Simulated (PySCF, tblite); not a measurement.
# Si3NH9: a rotation path, then NMR shifts on frames

How do NMR shifts of Si3NH9 (`[SiH3]N[SiH2][SiH3]`) change as the atoms move?

Programs: tblite 0.8.0 and PySCF 2.14.0, with density-fitted response routines of our own. Each step states its level of theory. These are calculated values for one molecule in the gas phase, unless marked as measured. Atoms are numbered from 0 throughout.

## Step 1: Starting geometry

13 atoms, charge 0, multiplicity 1; geometry from: GFN2-xTB.

Bonds of the start (Å): Si0–N1 1.73, N1–Si2 1.74, Si2–Si3 2.30, Si0–H4 1.46, Si0–H5 1.46, Si0–H6 1.47, N1–H7 1.01, Si2–H8 1.48, Si2–H9 1.47, Si3–H10 1.47, Si3–H11 1.47, Si3–H12 1.47.

## Step 2: The rotation path with GFN2-xTB

The job: settings as JSON, then the geometry in Å.

```
{"job": {"kind": "neb", "xc": "GFN2-xTB", "basis": "xTB", "atoms": [3, 2, 1, 0], "turn": 120}, "charge": 0, "multiplicity": 1}
Si    -1.902202     0.782313    -0.437335
N     -1.080782    -0.606640     0.187917
Si     0.497443    -1.230847    -0.197219
Si     2.043585     0.471826    -0.147650
H     -3.077479     0.965121     0.414721
H     -0.960953     1.897288    -0.347508
H     -2.320565     0.597752    -1.833027
H     -1.699004    -1.290489     0.594685
H      0.445201    -1.927443    -1.499063
H      0.701801    -2.284652     0.809395
H      3.406054    -0.076374    -0.162720
H      1.978993     1.328390     1.041159
H      1.963520     1.374240    -1.302332
```

With the program's defaults for keys left out, this is: GFN2-xTB climbing-image nudged elastic band, gas phase.

On the command line:

```sh
OMP_NUM_THREADS=1 python probes_run.py task.json out
```

One launch serves the whole session: the jobs run in the order shown.

Log:

```text
image   E - E0 / eV
  0      -0.0000
  1       0.0070
  2       0.0211
  3       0.0345
  4       0.0424
  5       0.0435
  6       0.0376
  7       0.0287
  8       0.0220
```

It took 6.5 s on 1 thread of Intel Xeon at 2.50GHz, shared host; peak memory 0.18 GiB.

The final band, with the dihedral Si3–Si2–N1–Si0:

| image | dihedral (°) | energy (eV) | energy (kcal/mol) |
| --- | --- | --- | --- |
| 0 | 48 | 0.000 | 0.0 |
| 1 | 63 | 0.007 | 0.2 |
| 2 | 76 | 0.021 | 0.5 |
| 3 | 89 | 0.035 | 0.8 |
| 4 | 103 | 0.042 | 1.0 |
| 5 | 119 | 0.044 | 1.0 |
| 6 | 136 | 0.038 | 0.9 |
| 7 | 152 | 0.029 | 0.7 |
| 8 | 167 | 0.022 | 0.5 |

## Step 3: NMR shieldings: image 0, PBE0/pcSseg-1

The job: settings as JSON, then the geometry in Å.

```
{"job": {"kind": "nmr", "xc": "PBE0", "basis": "pcSseg-1", "pop": false}, "charge": 0, "multiplicity": 1}
Si    -1.902200     0.782300    -0.437300
N     -1.080800    -0.606600     0.187900
Si     0.497400    -1.230800    -0.197200
Si     2.043600     0.471800    -0.147600
H     -3.077500     0.965100     0.414700
H     -0.961000     1.897300    -0.347500
H     -2.320600     0.597800    -1.833000
H     -1.699000    -1.290500     0.594700
H      0.445200    -1.927400    -1.499100
H      0.701800    -2.284700     0.809400
H      3.406100    -0.076400    -0.162700
H      1.979000     1.328400     1.041200
H      1.963500     1.374200    -1.302300
```

With the program's defaults for keys left out, this is: GIAO PBE0/pcSseg-1 NMR shielding, non-relativistic, gas phase.

Log:

```text
coarse grid: 11520 points
cycle   1  E = -928.1249467688  dE = -4.384e-02  |g| = 4.364e-01  |ddm| = 3.133e+00
cycle   2  E = -928.0747285988  dE =  5.022e-02  |g| = 6.401e-01  |ddm| = 9.592e-01
cycle   3  E = -928.1644956701  dE = -8.977e-02  |g| = 4.745e-02  |ddm| = 6.596e-01
cycle   4  E = -928.1650384882  dE = -5.428e-04  |g| = 9.343e-03  |ddm| = 6.669e-02
cycle   5  E = -928.1650588806  dE = -2.039e-05  |g| = 2.354e-03  |ddm| = 1.510e-02
cycle   6  E = -928.1650605789  dE = -1.698e-06  |g| = 3.679e-04  |ddm| = 3.533e-03
final grid: 95120 points
cycle   7  E = -928.1831583529  dE = -9.819e-06  |g| = 4.965e-03  |ddm| = 1.633e-02
cycle   8  E = -928.1831512517  dE =  7.101e-06  |g| = 7.572e-03  |ddm| = 1.077e-02
cycle   9  E = -928.1831633562  dE = -1.210e-05  |g| = 2.821e-04  |ddm| = 6.497e-03
cycle  10  E = -928.1831633676  dE = -1.135e-08  |g| = 4.595e-05  |ddm| = 2.774e-04
cycle  11  E = -928.1831633680  dE = -4.388e-10  |g| = 1.383e-05  |ddm| = 8.070e-05
converged SCF energy = -928.1831633680

GIAO shielding tensors (ppm)
atom      isotropic    diamagn.    paramagn.     s11        s22        s33       span
  0 Si     404.089     879.919    -475.830    359.336    384.964    467.966    108.630
  1 N      276.654     323.561     -46.907    249.602    260.958    319.402     69.801
  2 Si     397.393     879.942    -482.549    340.740    379.366    472.073    131.333
  3 Si     470.751     880.613    -409.861    452.723    478.827    480.703     27.979
  4 H       27.003      29.082      -2.079     23.406     25.169     32.432      9.026
  5 H       27.096      30.561      -3.465     23.288     27.111     30.888      7.601
  6 H       26.942      29.108      -2.166     23.414     24.847     32.564      9.150
  7 H       32.313      31.872       0.441     21.994     29.744     45.201     23.208
  8 H       26.494      29.152      -2.658     22.462     25.107     31.913      9.451
  9 H       26.612      29.368      -2.756     22.983     25.296     31.558      8.575
 10 H       28.407      28.749      -0.342     25.265     25.713     34.244      8.978
 11 H       28.125      29.631      -1.507     24.953     26.061     33.360      8.407
 12 H       27.990      29.568      -1.578     24.739     26.253     32.979      8.240
```

It took 42 s on 1 thread of Intel Xeon at 2.50GHz, shared host; peak memory 0.66 GiB.

Shifts follow as δ = σ(reference) − σ, with reference shieldings (ppm) from runs at the same level and on the same kind of geometry: ¹H TMS 31.72, ²⁹Si TMS 349.2, ¹⁵N NH3 267.7. The references are single molecules in the gas phase, so shifts against H2O, NH3, PH3, H3PO4 or CFCl3 are not on the usual liquid scales and can be off by tens of ppm. Each atom is listed at this fixed geometry, with no averaging over motion; a spectrum would average atoms that exchange fast.

| atoms | environment | σ (ppm) | δ (ppm) |
| --- | --- | --- | --- |
| H8 | hydrogen on a silicon bonded to N, Si | 26.49 | 5.22 |
| H9 | hydrogen on a silicon bonded to N, Si | 26.61 | 5.10 |
| H6 | hydrogen on a silicon bonded to N | 26.94 | 4.78 |
| H4 | hydrogen on a silicon bonded to N | 27.00 | 4.71 |
| H5 | hydrogen on a silicon bonded to N | 27.10 | 4.62 |
| H12 | hydrogen on a silicon bonded to Si | 27.99 | 3.73 |
| H11 | hydrogen on a silicon bonded to Si | 28.12 | 3.59 |
| H10 | hydrogen on a silicon bonded to Si | 28.41 | 3.31 |
| H7 | hydrogen on a nitrogen bonded to 2 Si | 32.31 | -0.60 |
| Si2 | silicon bonded to N, Si, 2 H | 397.4 | -48.2 |
| Si0 | silicon bonded to N, 3 H | 404.1 | -54.9 |
| Si3 | silicon bonded to Si, 3 H | 470.8 | -121.6 |
| N1 | nitrogen bonded to 2 Si, H | 276.7 | -8.9 |

Orbitals, density, ELF and potential are computed afterwards from the orbital file.

Frontier orbitals at PBE0/pcSseg-1, with the share of their density that lies nearest to each atom:

| orbital | energy (eV) | lies on |
| --- | --- | --- |
| HOMO | -7.32 | N1 54 %; H8 12 %; H6 9 % |
| LUMO | -0.45 | Si2 15 %; Si3 10 %; 5 H atoms about 8 % each |

ELF in a plane through or near 6 of the atoms.

Values, 10 rows by 14 columns:
```
0.00 0.00 0.00 0.00 0.00 0.00 0.00 0.00 0.00 0.00 0.00 0.00 0.00 0.00
0.00 0.00 0.00 0.00 0.00 0.00 0.00 0.00 0.00 0.00 0.00 0.00 0.00 0.00
0.00 0.00 0.00 0.00 0.04 0.06 0.00 0.36 0.98 0.55 0.01 0.00 0.00 0.00
0.00 0.00 0.02 0.08 0.39 0.52 0.06 0.91 1.00 0.91 0.17 0.10 0.00 0.00
0.00 0.05 0.98 0.99 0.51 0.27 0.38 0.03 0.28 0.68 0.62 0.82 0.06 0.00
0.00 0.05 0.99 1.00 0.50 0.96 0.61 0.64 0.75 0.57 0.33 0.35 0.01 0.00
0.00 0.00 0.10 0.15 0.10 0.36 0.72 0.49 0.75 0.66 0.02 0.00 0.00 0.00
0.00 0.00 0.00 0.00 0.08 0.93 0.97 0.23 0.11 0.42 0.00 0.00 0.00 0.00
0.00 0.00 0.00 0.00 0.02 0.65 0.73 0.09 0.00 0.00 0.00 0.00 0.00 0.00
0.00 0.00 0.00 0.00 0.00 0.00 0.00 0.00 0.00 0.00 0.00 0.00 0.00 0.00
```
The map spans 12.0 Å across and 9.9 Å up, centred on the molecule. Atoms in the plane (x, y in Å): Si0 (2.0, 0.7), N1 (1.0, -0.7), Si2 (-0.6, -1.2), Si3 (-2.0, 0.6), H5 (1.1, 1.8), H10 (-3.4, 0.2).

log10 of the density (e/Å³) in the same plane.

Values, 10 rows by 14 columns:
```
-4.0 -4.0 -4.0 -4.0 -4.0 -4.0 -4.0 -4.0 -4.0 -4.0 -4.0 -4.0 -4.0 -4.0
-4.0 -4.0 -4.0 -4.0 -3.5 -3.5 -3.7 -3.4 -3.1 -3.3 -3.9 -4.0 -4.0 -4.0
-4.0 -4.0 -3.6 -2.8 -2.2 -2.1 -2.5 -2.0 -1.5 -1.8 -2.6 -3.3 -4.0 -4.0
-4.0 -3.4 -2.6 -1.8 -0.9 -0.8 -1.6 -1.1  0.2 -0.5 -1.3 -2.2 -3.0 -4.0
-4.0 -2.7 -1.3 -0.3  0.9  0.5 -1.0 -1.3 -0.4  1.9 -0.3 -1.2 -2.5 -3.7
-4.0 -2.7 -1.3 -0.3 -0.5 -0.2 -0.4 -0.3  0.3 -0.3 -0.9 -1.8 -2.8 -4.0
-4.0 -3.4 -2.5 -2.0 -1.5 -0.6  1.5 -0.2  0.2 -0.6 -1.9 -2.9 -3.7 -4.0
-4.0 -4.0 -3.8 -3.1 -2.0 -0.7 -0.3 -1.0 -1.4 -1.6 -2.8 -4.0 -4.0 -4.0
-4.0 -4.0 -4.0 -3.9 -2.7 -1.8 -1.6 -2.2 -2.9 -3.6 -4.0 -4.0 -4.0 -4.0
-4.0 -4.0 -4.0 -4.0 -3.8 -3.2 -3.0 -3.4 -4.0 -4.0 -4.0 -4.0 -4.0 -4.0
```
The map spans 12.0 Å across and 9.9 Å up, centred on the molecule. Atoms in the plane (x, y in Å): Si0 (2.0, 0.7), N1 (1.0, -0.7), Si2 (-0.6, -1.2), Si3 (-2.0, 0.6), H5 (1.1, 1.8), H10 (-3.4, 0.2).

On the surface of density 0.002 e/bohr³ the electrostatic potential runs, from the 1st to the 99th percentile, from -0.61 V near N1 to 1.55 V near H7.

## Step 4: Nuclear shieldings: image 2, PBE0/pcSseg-1

The job: settings as JSON, then the geometry in Å.

```
{"job": {"kind": "nmr", "xc": "PBE0", "basis": "pcSseg-1", "pop": false}, "charge": 0, "multiplicity": 1}
Si    -2.052200     0.677800    -0.563500
N     -1.033500    -0.467000     0.236000
Si     0.495400    -1.114500    -0.288200
Si     2.182200     0.430000     0.001300
H     -3.045500     1.084100     0.429500
H     -1.200200     1.787900    -0.988300
H     -2.726900     0.094300    -1.729900
H     -1.481400    -0.978600     0.977200
H      0.350700    -1.563400    -1.684100
H      0.649700    -2.331900     0.523100
H      3.495500    -0.211800    -0.139800
H      2.199300     1.068100     1.322600
H      2.162600     1.525500    -0.975000
```

With the program's defaults for keys left out, this is: GIAO PBE0/pcSseg-1 NMR shielding, non-relativistic, gas phase.

Log:

```text
coarse grid: 11520 points
cycle   1  E = -928.1247567656  dE = -4.707e-02  |g| = 4.377e-01  |ddm| = 3.130e+00
cycle   2  E = -928.0743511171  dE =  5.041e-02  |g| = 6.417e-01  |ddm| = 9.703e-01
cycle   3  E = -928.1644852973  dE = -9.013e-02  |g| = 4.688e-02  |ddm| = 6.705e-01
cycle   4  E = -928.1650207319  dE = -5.354e-04  |g| = 9.740e-03  |ddm| = 6.736e-02
cycle   5  E = -928.1650439749  dE = -2.324e-05  |g| = 2.327e-03  |ddm| = 1.637e-02
cycle   6  E = -928.1650456040  dE = -1.629e-06  |g| = 3.937e-04  |ddm| = 3.501e-03
final grid: 95120 points
cycle   7  E = -928.1830344666  dE = -8.789e-06  |g| = 5.140e-03  |ddm| = 1.314e-02
cycle   8  E = -928.1830268586  dE =  7.608e-06  |g| = 7.838e-03  |ddm| = 1.096e-02
cycle   9  E = -928.1830398054  dE = -1.295e-05  |g| = 2.845e-04  |ddm| = 6.754e-03
cycle  10  E = -928.1830398169  dE = -1.150e-08  |g| = 4.581e-05  |ddm| = 2.979e-04
cycle  11  E = -928.1830398173  dE = -4.516e-10  |g| = 1.373e-05  |ddm| = 7.021e-05
converged SCF energy = -928.1830398173

GIAO shielding tensors (ppm)
atom      isotropic    diamagn.    paramagn.     s11        s22        s33       span
  0 Si     404.672     879.771    -475.099    357.078    387.342    469.595    112.517
  1 N      284.222     323.986     -39.764    260.169    270.879    321.619     61.450
  2 Si     396.617     879.954    -483.337    329.565    392.463    467.824    138.259
  3 Si     471.881     880.462    -408.582    451.427    481.495    482.719     31.292
  4 H       27.043      29.067      -2.024     23.495     25.217     32.416      8.921
  5 H       27.069      30.242      -3.173     23.185     26.636     31.386      8.201
  6 H       26.950      28.756      -1.806     23.321     24.993     32.537      9.216
  7 H       32.340      32.717      -0.377     22.233     29.525     45.261     23.028
  8 H       26.512      29.442      -2.930     22.362     25.664     31.510      9.148
  9 H       26.578      29.407      -2.829     22.836     25.642     31.257      8.421
 10 H       28.513      28.763      -0.250     25.341     25.870     34.328      8.987
 11 H       28.270      29.501      -1.230     25.123     26.159     33.530      8.407
 12 H       28.051      29.483      -1.432     24.738     26.402     33.014      8.276
```

It took 24 s on 1 thread of Intel Xeon at 2.50GHz, shared host; peak memory 0.72 GiB.

Key values: δ Si2 -47.5, Si0 -55.5, Si3 -122.7, N1 -16.5, H8 5.20, H9 5.14 ppm.

(Part 1 of 2 ends here.)
